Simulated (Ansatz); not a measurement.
Br, space group Pm-3m, a single point from an input typed as a dict

Computed with the Python package of Ansatz (0.2.0).

Typed at the interpreter:
```pycon
>>> from collections import Counter
>>> import ansatz as az
>>> import numpy as np
>>> import pandas as pd
>>> deck = {
...     "crystal": {
...         "lattice": [[4.59764, 0.0, 0.0], [0.0, 4.59764, 0.0], [0.0, 0.0, 4.59764]],
...         "atoms": [
...             {"symbol": "Br", "position": [0.5, 0.0, 0.0]},
...             {"symbol": "Br", "position": [0.0, 0.5, 0.0]},
...             {"symbol": "Br", "position": [0.0, 0.0, 0.5]},
...         ],
...     },
...     "kpoints": {"mp_grid": {"grid": [5, 5, 5]}},
...     "hamiltonian": {"xc": "pbesol"},
...     "scf": {"occupations": {"method": "gaussian", "width": 0.15}},
...     "basis": {"ecutwfc": "470 eV"},
...     "output": {"forces": True, "stress": True, "eigenvalues": True},
... }
>>> outcome = az.Session.from_dict(deck).plan().execute()

>>> summary = outcome.report
>>> summary["converged"], summary["free_energy_ev"]
(True, -8207.695067082168)
>>> type(outcome).__name__, type(summary).__name__
('RunOutcome', 'dict')
>>> n_atoms = len(summary["lattice"]["sites"])
>>> print("F =", round(summary["free_energy_ev"], 4), "eV for", n_atoms, "atoms")
F = -8207.6951 eV for 3 atoms
>>> print("E(sigma -> 0) =", round(summary["energy_sigma0_ev"], 4), "eV, TS =", round(summary["entropy_ts_ev"], 5), "eV")
E(sigma -> 0) = -8207.658 eV, TS = 0.0742 eV
>>> print("closed by", summary["closed_by"], "after", summary["n_iterations"], "iterations")
closed by deck_thresholds after 6 iterations
>>> print("band  energy (eV)  occupation, at k =", summary["kpoints_frac"][0])
band  energy (eV)  occupation, at k = [0.0, 0.0, 0.0]
>>> for band, (e, occ) in enumerate(zip(summary["eigenvalues_ev"][0], summary["occupations"][0]), start=1):
...     print(f"{band:4d} {e:12.4f} {occ:9.4f}")
...
   1     -13.1236    2.0000
   2     -11.3726    2.0000
   3     -11.3726    2.0000
   4      -1.6078    2.0000
   5      -1.6078    2.0000
   6      -1.6078    2.0000
   7       1.1276    2.0000
   8       1.1276    2.0000
   9       1.1276    2.0000
  10       2.3959    0.0012
  11       2.3959    0.0012
  12       2.3959    0.0012
  13       7.0759    0.0000
  14       9.1258    0.0000
  15      10.2419    0.0000
>>> # forces in eV per angstrom
>>> table = pd.DataFrame(summary["forces_ev_ang"], columns=["fx", "fy", "fz"])
>>> table.insert(0, "atom", [site["symbol"] for site in summary["lattice"]["sites"]])
>>> table.round(4)
  atom   fx   fy   fz
0   Br  0.0 -0.0 -0.0
1   Br -0.0 -0.0  0.0
2   Br -0.0 -0.0 -0.0
>>> # pressure is a third of the trace
>>> print("pressure by term (GPa)")
pressure by term (GPa)
>>> for term, tensor in summary["stress_terms_gpa"].items():
...     if np.any(tensor):
...         print(f"  {term:28s} {np.trace(np.array(tensor)) / 3:12.3f}")
...
  kinetic                           430.238
  hartree                            91.687
  ewald                            -506.294
  local_pseudopotential            -234.437
  nonlocal_pseudopotential          392.244
  augmentation                        0.142
  nlcc                             -953.105
  xc                                776.791
  augmentation_tail                  -0.000
  scf_correction                     -0.000
  pulay_correction                    0.015
>>> print(f"  {'total':28s} {np.trace(np.array(summary['stress_gpa'])) / 3:12.3f}")
  total                              -2.718
>>> told = Counter((n["data"]["severity"], n["data"]["kind"]) for n in outcome.notices if n["event"] == "notice")
>>> for (severity, kind), count in sorted(told.items()):
...     print(f"{severity:8s} {kind} x{count}")
...
audit    band_cg_iterations x1
audit    preconditioner_resolved x1
>>> used = summary["setup"]
>>> print("cutoffs (eV):", used["ecut_ev"], used["ecutrho_ev"], " FFT grid:", used["fft_dense"])
cutoffs (eV): 470.0 1880.0  FFT grid: [36, 36, 36]
>>> print("cell volume {:.3f} A^3, {} symmetry operations".format(used["cell_volume_ang3"], used["n_sym_ops"]))
cell volume 97.186 A^3, 48 symmetry operations
```

Caveats:
- Absolute energies stand on the zero of these potentials, so only differences at equal settings mean something. A total without «per atom» is that of the cell as typed.
- The cell holds an odd number of electrons and is run without spin, so a magnetic state may lie lower.
- The mesh is modest for a metal, so energies can be off by several to tens of meV an atom and pressures by half a GPa or more; differences at equal mesh fare better.
- Pressure is positive in compression.
- This isn't the structure that Br takes at ambient conditions.
- Levels are Kohn-Sham eigenvalues on this mesh, without spin-orbit coupling.
- Hardware and time: 1.7 s on 1 thread of Arm Neoverse V1, on a shared host, peak memory 0.4 GiB.

(Lines on the test bed's own set-up are left out of the output.)
